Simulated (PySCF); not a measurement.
# B2H8Pr (Pr(BH4)2+): the cost of one run

Computed with PySCF 2.14.0. Level: PBE0, Pr lcecp-1-SVP with ECP48, B def2-SVP, H def2-SVP; scalar-relativistic core potentials, no spin–orbit coupling.

1 further run of the same task is left out (for a known fault of the program).

## Step 1: Where the work starts

11 atoms, charge 1, spin multiplicity 1.

Bond lengths: Pr1–B2 2.544 Å, Pr1–H4 2.432 Å, Pr1–H5 2.432 Å, Pr1–H6 2.432 Å, Pr1–B7 2.544 Å, Pr1–H9 2.432 Å, Pr1–H10 2.432 Å, Pr1–H11 2.432 Å, B2–H3 1.200 Å, B2–H4 1.250 Å, B2–H5 1.250 Å, B2–H6 1.250 Å, B7–H8 1.200 Å, B7–H9 1.250 Å, B7–H10 1.250 Å, B7–H11 1.250 Å. Angles: B2–Pr1–H4 29.0°, B2–Pr1–H5 29.0°, B2–Pr1–H6 29.0°, B2–Pr1–B7 131.8°, B2–Pr1–H9 109.1°, B2–Pr1–H10 158.7°, B2–Pr1–H11 119.3°, H4–Pr1–H5 49.6°, H4–Pr1–H6 49.6°, H4–Pr1–B7 109.1°, H4–Pr1–H9 95.8°, H4–Pr1–H10 137.9°, H4–Pr1–H11 90.9°, H5–Pr1–H6 49.6°, H5–Pr1–B7 158.7°, H5–Pr1–H9 137.9°, H5–Pr1–H10 172.0°, H5–Pr1–H11 135.5° and more.

Geometry (Å):

```tsv
atom	x (Å)	y (Å)	z (Å)
Pr1	0.00000	0.00000	0.00000
B2	2.32170	0.00000	1.03900
H3	3.41700	0.00000	1.52920
H4	1.60150	-0.83350	1.62990
H5	2.40710	-0.30510	-0.17020
H6	1.81740	1.13860	1.14760
B7	-2.32170	0.00000	1.03900
H8	-3.41700	0.00000	1.52920
H9	-1.60150	0.83350	1.62990
H10	-2.40710	0.30510	-0.17020
H11	-1.81740	-1.13860	1.14760
```

Formal oxidation states: Pr +3. Each metal's 2 4f electrons lie in its core potential, so multiplicities, spins and levels count the valence alone.

## Step 2: SCF at the start, singlet

run.py (the lines that set the calculation)

```python
mol = gto.M(atom='''
Pr     0.00000     0.00000     0.00000
B      2.32170     0.00000     1.03900
H      3.41700     0.00000     1.52920
H      1.60150    -0.83350     1.62990
H      2.40710    -0.30510    -0.17020
H      1.81740     1.13860     1.14760
B     -2.32170     0.00000     1.03900
H     -3.41700     0.00000     1.52920
H     -1.60150     0.83350     1.62990
H     -2.40710     0.30510    -0.17020
H     -1.81740    -1.13860     1.14760''',
    basis={'Pr': 'lcecp-1-SVP', 'B': 'def2-SVP', 'H': 'def2-SVP'},
    ecp={'Pr': 'lcecp-1-SVP'},
    charge=1, spin=0)
mf = dft.RKS(mol, xc='PBE0')
mf.grids.atom_grid = (50, 194)  # f atoms: unpruned, at least (60, 302)
mf = mf.density_fit()  # fitting sets: Pr AutoAux, B def2-universal-JKFIT, H def2-universal-JKFIT
mf.conv_tol = 1e-08; mf.max_cycle = 55
mf.kernel(dm0)  # dm0: free metal ions and neutral atoms
```

On the command line:

```sh
> OMP_NUM_THREADS=2 python run.py
```

**Question.** How long does this run take on 2 threads of Arm Neoverse V1, shared host, and how much memory does it need?

About 2.9 s, with a peak of 0.66 GiB.
